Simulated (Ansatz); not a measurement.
# CH7BGeO: up Jacob's ladder to CCSD(T)

One table from this session's results is given with a row withheld; the runs are named, their logs left out.

The runs use Ansatz 0.2.0, Gaussian basis; functionals in def2-TZVPP, the program's frozen cores in correlated methods.

The runs, in order: PBE-D4, r2SCAN-D4, PBE0-D4, B3LYP-D4, ωB97X-V, ωB97M-V, B2PLYP; CCSD(T)/def2-TZVPP; MP2/def2-QZVPP; extrapolation to the limit.

## The relaxed structure

The geometry comes from an earlier relaxation with PBE0-D4 in a triple-zeta def2 set; it is a stationary point, not always the lowest conformer.

SMILES `[BH2][GeH]([CH3])[OH]`, 11 atoms, charge 0, spin multiplicity 1.

Atoms are counted from 1 here; the program's logs count them from 0.

Bond lengths: B1–Ge2 2.053 Å, B1–H5 1.193 Å, B1–H6 1.196 Å, Ge2–C3 1.960 Å, Ge2–O4 1.796 Å, Ge2–H7 1.553 Å, C3–H8 1.091 Å, C3–H9 1.092 Å, C3–H10 1.091 Å, O4–H11 0.959 Å. Angles: Ge2–B1–H5 121.7°, Ge2–B1–H6 119.7°, H5–B1–H6 118.6°, B1–Ge2–C3 113.7°, B1–Ge2–O4 107.2°, B1–Ge2–H7 111.1°, C3–Ge2–O4 108.6°, C3–Ge2–H7 108.1°, O4–Ge2–H7 108.0°, Ge2–C3–H8 110.3°, Ge2–C3–H9 110.4°, Ge2–C3–H10 109.9°, H8–C3–H9 109.0°, H8–C3–H10 108.7°, H9–C3–H10 108.6°, Ge2–O4–H11 112.5°.

Set-up of the first run:

File in.yaml:

```yaml
crystal:
  periodic: [false, false, false]
  atoms:
    - {symbol: B, position_ang: [-1.264775, 1.337948, -0.802191]}
    - {symbol: Ge, position_ang: [0.182456, -0.088060, -0.505826]}
    - {symbol: C, position_ang: [0.782290, -0.226508, 1.354730]}
    - {symbol: O, position_ang: [-0.517084, -1.665752, -1.002205]}
    - {symbol: H, position_ang: [-2.340671, 1.059214, -1.236206]}
    - {symbol: H, position_ang: [-1.034568, 2.480336, -0.534139]}
    - {symbol: H, position_ang: [1.427135, 0.184686, -1.394224]}
    - {symbol: H, position_ang: [-0.056817, -0.476942, 2.004718]}
    - {symbol: H, position_ang: [1.217218, 0.718384, 1.685520]}
    - {symbol: H, position_ang: [1.539360, -1.007253, 1.443979]}
    - {symbol: H, position_ang: [0.130755, -2.373054, -0.993455]}
basis:
  gaussian: {orbitals: def2-TZVPP}
hamiltonian: {xc: pbe, dispersion: d4}
output: {forces: true, orbitals: {seedname: orbitals}}
```

Run with:

```bash
$ ansatz run in.yaml --threads 4 --pin off --events-out ev --progress --plain --max-ram 10444MiB
```

Among the steps run: PBE-D4 (GGA); r2SCAN-D4 (meta-GGA); PBE0-D4 (hybrid); B3LYP-D4 (hybrid); ωB97X-V (range-separated); ωB97M-V (range-separated); B2PLYP (double hybrid); CCSD(T) in def2-TZVPP; MP2 in def2-QZVPP.

One table of the session follows, with a row left open; its other results are not shown here.

| method | atomisation energy (eV) |
| --- | --- |
| PBE-D4 | 38.786 |
| r2SCAN-D4 | 38.636 |
| PBE0-D4 | 38.337 |
| B3LYP-D4 | ? |
| ωB97X-V | 38.650 |
| ωB97M-V | 38.489 |
| B2PLYP | 38.137 |
| HF/def2-TZVPP | 28.660 |
| MP2/def2-TZVPP | 38.124 |
| CCSD/def2-TZVPP | 37.359 |
| CCSD(T)/def2-TZVPP | 37.808 |
| MP2/CBS | 38.921 |
| CCSD(T)/CBS | 38.605 |

Q: Estimate the row for B3LYP-D4 from the others.

The run gave: atomisation energy (eV): 38.450. In the column «atomisation energy (eV)» it lies between PBE0-D4 (38.337) and ωB97M-V (38.489).
